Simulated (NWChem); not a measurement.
# BHOF2 (difluorohydroxyborane): levels of theory compared

We compute a comparison of 5 runs (HF/3-21G, HF/def2-SVP, B3LYP/6-31+G*, B3LYP/6-31G*) of BHOF2 (difluorohydroxyborane). 

Program for the calculation: NWChem 7.3.0.

### 1 The molecule

BHOF2: 5 atoms, total charge 0, spin state singlet. As SMILES, `OB(F)F`. Geometry: relaxed at PBE0-D4/def2-TZVP.

Bond lengths: O1–B2 1.345 Å, B2–F3 1.317 Å, B2–F4 1.327 Å, O1–H5 0.960 Å. Angles: O1–B2–F3 119.5°, O1–B2–F4 122.2°, F3–B2–F4 118.3°, B2–O1–H5 113.5°.

### 2 Energy and gradient at HF/3-21G (run 1)

Input file run.py:

```python
from ase import Atoms
from ase.calculators.nwchem import NWChem

system = Atoms(['O', 'B', 'F', 'F', 'H'], positions=[
    [0.038630, 1.000750, 0.174310],
    [0.105760, -0.342460, 0.137210],
    [0.731030, -0.986880, 1.100700],
    [-0.439530, -1.051930, -0.843330],
    [-0.435890, 1.380520, -0.568880],
])

calc = NWChem(
    label='work',
    theory='scf',
    memory='2200 mb',
    basis='3-21G',
    basispar='spherical bse',
    scf={'nopen': '0', 'rhf': None, 'thresh': '1e-08', 'maxiter': '80'},
)
system.calc = calc

forces = system.get_forces()
print(f"energy = {system.get_potential_energy():.6f} eV")
print("forces (eV/A):")
for s, f in zip(system.symbols, forces):
    print(f"{s:2s} {f[0]:10.5f} {f[1]:10.5f} {f[2]:10.5f}")
print("dipole (e A):", system.get_dipole_moment().round(4))
```

Run with:

```sh
export ASE_NWCHEM_COMMAND="nwchem PREFIX.nwi > PREFIX.nwo"
python run.py
```

The log of the run:

```text
energy = -8097.575262 eV
forces (eV/A):
O    -0.29033    0.33604   -0.44316
B     0.28724    0.13359    0.48980
F     0.50692   -0.69795    0.76182
F    -0.41266   -0.44984   -0.73235
H    -0.09117    0.67810   -0.07605
dipole (e A): [-0.2339  0.2941 -0.3545]
```

The calculator wrote work.nwi:

```
title "work"

permanent_dir work

scratch_dir work

start work

geometry units angstrom nocenter noautosym noautoz
  O  3.8629999999999998e-02 1.0007500000000000e+00 1.7430999999999999e-01
  B  1.0576000000000001e-01 -3.4245999999999999e-01 1.3721000000000000e-01
  F  7.3102999999999996e-01 -9.8687999999999998e-01 1.1007000000000000e+00
  F  -4.3952999999999998e-01 -1.0519300000000000e+00 -8.4333000000000002e-01
  H  -4.3589000000000000e-01 1.3805200000000000e+00 -5.6888000000000005e-01
end

memory 2200 mb

basis spherical bse noprint
   * library 3-21G
end

scf
  nopen 0
  rhf
  thresh 1e-08
  maxiter 80
end

task scf gradient
```

work.nwo, shortened:

```text
[...]
      One-electron energy =   -637.857099797184
[... 1 line left out ...]
 Nuclear repulsion energy =    112.725606882276
[... 34 lines left out ...]
                       ROHF Final Molecular Orbital Analysis
[... 195 lines left out ...]
     1   1 0 0     -0.442026      0.000000      5.717271
[...]
  wavefunction    =   RHF
                         RHF ENERGY GRADIENTS
    atom               coordinates                        gradient
                 x          y          z           x          y          z
   1 O       0.073000   1.891143   0.329398    0.005646  -0.006535   0.008618
   2 B       0.199857  -0.647156   0.259289   -0.005586  -0.002598  -0.009525
   3 F       1.381446  -1.864933   2.080021   -0.009858   0.013573  -0.014815
   4 F      -0.830591  -1.987859  -1.593663    0.008025   0.008748   0.014242
   5 H      -0.823713   2.608805  -1.075027    0.001773  -0.013187   0.001479
[...]
```

Wall time 2.8 s (1 thread of Intel Xeon Platinum 8259CL at 2.50GHz (Skylake/Cascade Lake), shared host); peak memory 0.1 GiB.

### 3 Energy and gradient at HF/def2-SVP (run 2)

Input file geom.nw:

```
start geom
title "BF2HO hf"
memory total 2200 mb
charge 0

geometry noautosym nocenter noautoz
  O     0.038630    1.000750    0.174310
  B     0.105760   -0.342460    0.137210
  F     0.731030   -0.986880    1.100700
  F    -0.439530   -1.051930   -0.843330
  H    -0.435890    1.380520   -0.568880
end

basis spherical bse
  O library def2-SVP
  B library def2-SVP
  F library def2-SVP
  H library def2-SVP
end

scf
  thresh 1e-08
  maxiter 80
  print medium
end

task scf gradient
```

Run with:

```sh
nwchem geom.nw > geom.out
```

The log of the run:

```text
[...]
  functions       =    61
[...]
  wavefunction    = RHF
[...]
         Total SCF energy =   -298.960213927942
      One-electron energy =   -639.693463098425
      Two-electron energy =    228.007642288206
 Nuclear repulsion energy =    112.725606882276
        Time for solution =      3.6s
[...]
                         RHF ENERGY GRADIENTS
    atom               coordinates                        gradient
                 x          y          z           x          y          z
   1 O       0.073000   1.891143   0.329398    0.009121   0.009314   0.016115
   2 B       0.199857  -0.647156   0.259289   -0.001454  -0.001764  -0.002596
   3 F       1.381446  -1.864933   2.080021    0.006190  -0.004780   0.009713
   4 F      -0.830591  -1.987859  -1.593663   -0.005562  -0.008147  -0.010103
   5 H      -0.823713   2.608805  -1.075027   -0.008295   0.005376  -0.013129
[...]
```

Wall time 6 s (1 thread of Intel Xeon Platinum 8259CL at 2.50GHz (Skylake/Cascade Lake), shared host); peak memory 0.1 GiB.

### 4 Energy and forces at B3LYP/6-31+G(d) (spherical functions) (run 3)

Input file bf2ho.xyz:

```xyz
5
BF2HO
O      0.038630     1.000750     0.174310
B      0.105760    -0.342460     0.137210
F      0.731030    -0.986880     1.100700
F     -0.439530    -1.051930    -0.843330
H     -0.435890     1.380520    -0.568880
```

Input file bf2ho.nw:

```
start bf2ho
title "BF2HO"
memory total 2200 mb
charge 0
geometry noautosym nocenter noautoz
  load bf2ho.xyz
end
basis "ao basis" spherical bse
  * library 6-31+G*
end
dft
  xc b3lyp
  grid xfine
  convergence energy 1e-08
  iterations 100
  mulliken
  print low
end
task dft gradient
```

Run with:

```sh
nwchem bf2ho.nw > bf2ho.out
```

The log of the run:

```text
[...]
 d= 0,ls=0.0,diis     1   -300.4514481011 -4.13D+02  1.68D-02  9.07D-01     2.5
[...]
 d= 0,ls=0.0,diis     8   -300.5502643881  1.30D-09  2.42D-06  1.59D-07    18.8
         Total DFT energy =     -300.550264388075
      One electron energy =     -639.751280330268
           Coulomb energy =      260.534847975812
    Exchange-Corr. energy =      -34.059438915895
 Nuclear repulsion energy =      112.725606882276
[...]
      Total Density - Mulliken Population Analysis
     ---------------------------------------------
    Atom       Charge   Shell Charges
 -----------   ------   -------------------------------------------------------
    1 O    8     8.83   2.00  0.90  2.97  0.95  1.69  0.11  0.19  0.02
    2 B    5     3.87   2.00  0.49  1.39 -0.13 -0.11  0.00  0.01  0.22
    3 F    9     9.41   2.00  0.93  3.34  1.00  1.86  0.05  0.22  0.01
    4 F    9     9.40   2.00  0.93  3.34  1.00  1.87  0.03  0.21  0.01
    5 H    1     0.50   0.47  0.03
[...]
                         DFT ENERGY GRADIENTS
    atom               coordinates                        gradient
                 x          y          z           x          y          z
   1 O       0.073000   1.891143   0.329398   -0.003123  -0.002651  -0.005462
   2 B       0.199857  -0.647156   0.259289   -0.000595  -0.004257  -0.001451
   3 F       1.381446  -1.864933   2.080021   -0.005408   0.005436  -0.008350
   4 F      -0.830591  -1.987859  -1.593663    0.005039   0.005752   0.008970
   5 H      -0.823713   2.608805  -1.075027    0.004088  -0.004280   0.006292
 Task  times  cpu:       26.0s     wall:       26.0s
 Total times  cpu:       26.1s     wall:       26.1s
```

Run time: 27 s. Hardware: 1 thread of Intel Xeon Platinum 8259CL at 2.50GHz (Skylake/Cascade Lake), shared host; peak memory 0.13 GiB.

Run 4 isn't shown in full; the table further down has it.

### 5 Energy and gradient at B3LYP/6-31G(d) (Cartesian functions) (run 5)

Input file run.xyz:

```xyz
5

O      0.038630     1.000750     0.174310
B      0.105760    -0.342460     0.137210
F      0.731030    -0.986880     1.100700
F     -0.439530    -1.051930    -0.843330
H     -0.435890     1.380520    -0.568880
```

Input file run.nw:

```
echo
start run
memory stack 880 mb heap 220 mb global 1100 mb

geometry units angstrom noautosym nocenter noautoz
  load run.xyz
end

basis "ao basis" cartesian
  * library 6-31G*
end

dft
  xc b3lyp
  grid xfine
  convergence energy 1e-08
  maxiter 100
  mulliken
end

task dft gradient
```

Run with:

```sh
nwchem run.nw > run.out
```

The log of the run:

```text
[...]
          Wavefunction type:  closed shell.
          No. of atoms     :     5
          No. of electrons :    32
[...]
          Charge           :     0
          Spin multiplicity:     1
[...]
          AO basis - number of functions:    62
[...]
              XC Information
              --------------
                         B3LYP Method XC Potential
                     Hartree-Fock (Exact) Exchange  0.200
                        Slater Exchange Functional  0.800 local
                    Becke 1988 Exchange Functional  0.720 non-local
              Lee-Yang-Parr Correlation Functional  0.810
                  VWN I RPA Correlation Functional  0.190 local
[...]
 d= 0,ls=0.0,diis     1   -300.4319982064 -4.13D+02  1.78D-02  9.32D-01     2.3
[...]
 d= 0,ls=0.0,diis     8   -300.5283106868  1.54D-09  3.22D-06  1.93D-07    16.4
         Total DFT energy =     -300.528310686791
      One electron energy =     -640.427448458613
           Coulomb energy =      261.277393552412
    Exchange-Corr. energy =      -34.103862662867
 Nuclear repulsion energy =      112.725606882276
[...]
      Total Density - Mulliken Population Analysis
     ---------------------------------------------
    Atom       Charge   Shell Charges
 -----------   ------   -------------------------------------------------------
    1 O    8     8.54   1.99  0.90  2.97  0.88  1.77  0.03
    2 B    5     4.42   1.99  0.50  1.37  0.08  0.32  0.17
    3 F    9     9.22   1.99  0.96  3.34  0.87  1.98  0.08
    4 F    9     9.24   1.99  0.96  3.34  0.88  2.00  0.07
    5 H    1     0.58   0.47  0.11
[...]
  wavefunction    = closed shell
                         DFT ENERGY GRADIENTS
    atom               coordinates                        gradient
                 x          y          z           x          y          z
   1 O       0.073000   1.891143   0.329398   -0.003514  -0.004129  -0.006272
   2 B       0.199857  -0.647156   0.259289    0.000284   0.000470   0.000525
   3 F       1.381446  -1.864933   2.080021   -0.003194   0.002805  -0.004976
   4 F      -0.830591  -1.987859  -1.593663    0.002816   0.002758   0.004962
   5 H      -0.823713   2.608805  -1.075027    0.003608  -0.001904   0.005761
[...]
```

It took 22 s on 1 thread of Intel Xeon Platinum 8259CL at 2.50GHz (Skylake/Cascade Lake), shared host; peak memory 0.13 GiB.

### 6 The series

```tsv
run	level	iteration cap	module	energy (Eh)	dipole moment (D)	HOMO energy (eV)	LUMO energy (eV)	wall time
1	HF/3-21G	80	scf	-297.580405	2.48	-15.03	5.94	2.8 s
2	HF/def2-SVP	80	scf	-298.960214	2.21	-15.30	4.39	6 s
3	B3LYP/6-31+G* (spherical functions)	100	dft	-300.550264	–	–	–	27 s
4	B3LYP/6-31G* (spherical functions)	100	dft	-300.524143	2.01	-9.88	1.60	23 s
5	B3LYP/6-31G* (Cartesian functions)	100	dft	-300.528311	2.01	-9.89	1.55	22 s
```

### 7 Results

```
                       quantity          value
            run 5: total energy  -300.52831 Eh
           run 5: dipole moment         2.01 D
             run 5: HOMO energy       -9.89 eV
             run 5: LUMO energy        1.55 eV
           run 5: HOMO–LUMO gap       11.44 eV
run 5: largest force on an atom     0.426 eV/Å
```

Over runs 1, 2, 4, 5 the dipole moment (its size) runs from 2.01 D (B3LYP/6-31G*) to 2.48 D (HF/3-21G). The two ends differ in method and basis. Over runs 1, 2, 4, 5 the HOMO–LUMO gap runs from 11.44 eV (B3LYP/6-31G*) to 20.97 eV (HF/3-21G). All runs together took 80 s, the longest 27 s.
